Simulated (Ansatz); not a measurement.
Debugging a rigid scan of one bond length of CH6S2Si, SMILES CS[SiH2]S (Ansatz 0.2.0, Python API).

Script `scan_ch6s2si.py`:
```python
"""Potential curve of CH6S2Si along one bond."""

import ansatz
import numpy as np

molecule = (
    ansatz.Crystal.molecule()
    .atom("C", (-1.17, 1.1107, -0.5316))
    .atom("S", (-0.1892, 0.9639, 0.9242))
    .atom("Si", (0.4717, -1.0551, 0.7759))
    .atom("S", (1.9515, -1.1562, -0.848))
    .atom("H", (-0.6267, 1.0209, -1.473))
    .atom("H", (-1.6481, 2.1771, -0.553))
    .atom("H", (-2.012, 0.4345, -0.5336))
    .atom("H", (-0.6122, -1.9334, 0.5305))
    .atom("H", (1.2136, -1.4032, 2.0834))
    .atom("H", (2.7046, -0.2104, -0.3719))
)

symbols = [site.symbol for site in molecule.cartesian_sites]
start = np.array([site.position_ang for site in molecule.cartesian_sites])
axis = (start[0] - start[1]) / np.linalg.norm(start[0] - start[1])
moving = [0, 4, 5, 6]
lengths, energies = [1.55, 1.621, 1.691, 1.761, 1.832, 1.902, 1.973, 2.079], []
for length in lengths:
    xyz = start.copy()
    xyz[moving] += (length - np.linalg.norm(start[0] - start[1])) * axis
    point = ansatz.Crystal.molecule()
    for symbol, place in zip(symbols, xyz):
        point = point.atom(symbol, place.tolist())
    calculation = (
        point.calculation()
        .basis(gaussian="cc-pVDZ")
        .functional("B3LYP")
    )
    report = calculation.run(outdir="tmp", threads=1, backend="cpu").report
    energies.append(report["free_energy_ev"])
    print(f"r = {length:6.3f} A  E = {energies[-1]:.5f} eV  <S^2> = {abs(report['mean_field']['state']['spin_squared']):.3f}")

# quartic fit about the minimum
fit = np.polynomial.Polynomial.fit(lengths, np.array(energies) - min(energies), 4).convert()
roots = [r.real for r in fit.deriv().roots() if abs(r.imag) < 1e-9 and fit.deriv(2)(r.real) > 0]
r_e = min(roots, key=lambda r: abs(r - lengths[int(np.argmin(energies))]))
print(f"minimum of the fit at {r_e:.4f} A, force constant {fit.deriv(2)(r_e):.2f} eV/A^2")
```

`python scan_ch6s2si.py` gives:
```text
Traceback (most recent call last):
  File "scan_ch6s2si.py", line 36, in <module>
    report = calculation.run(outdir="tmp", threads=1, backend="cpu").report
             ~~~~~~~~~~~~~~~^^^^^^^^^^^^^^^^^^^^^^^^^^^^^^^^^^^^^^^^
TypeError: Calculation.run() got an unexpected keyword argument 'outdir'
```

Why does it end like this?

The fault: run() has no such keyword. The change:

```diff
--- before
+++ after
@@ -35,3 +35,3 @@
     )
-    report = calculation.run(outdir="tmp", threads=1, backend="cpu").report
+    report = calculation.run(threads=1, backend="cpu").report
     energies.append(report["free_energy_ev"])
```

With that change:

Running `python scan_ch6s2si.py` prints:
```text
r =  1.550 A  E = -30684.61664 eV  <S^2> = 0.000
r =  1.621 A  E = -30685.24690 eV  <S^2> = 0.000
r =  1.691 A  E = -30685.61364 eV  <S^2> = 0.000
r =  1.761 A  E = -30685.79647 eV  <S^2> = 0.000
r =  1.832 A  E = -30685.84610 eV  <S^2> = 0.000
r =  1.902 A  E = -30685.79920 eV  <S^2> = 0.000
r =  1.973 A  E = -30685.68303 eV  <S^2> = 0.000
r =  2.079 A  E = -30685.42549 eV  <S^2> = 0.000
minimum of the fit at 1.8275 A, force constant 19.41 eV/A^2
```

What to keep in mind:
- Total energies depend on the basis set; only differences at equal settings carry meaning.
- The rest of the molecule is held rigid at a force-field or estimated start geometry, and the basis set is modest; single-reference methods fail as a bond breaks.
- b3lyp holds the VWN-RPA fit, as in Gaussian; the form of ORCA and Turbomole is b3lyp5.
- The orbitals are restricted, so S² is zero by construction.
- Timing: 21 s on 1 thread of Intel(R) Xeon(R) Processor @ 2.30GHz, with other jobs on the host, peak memory 0.31 GiB.
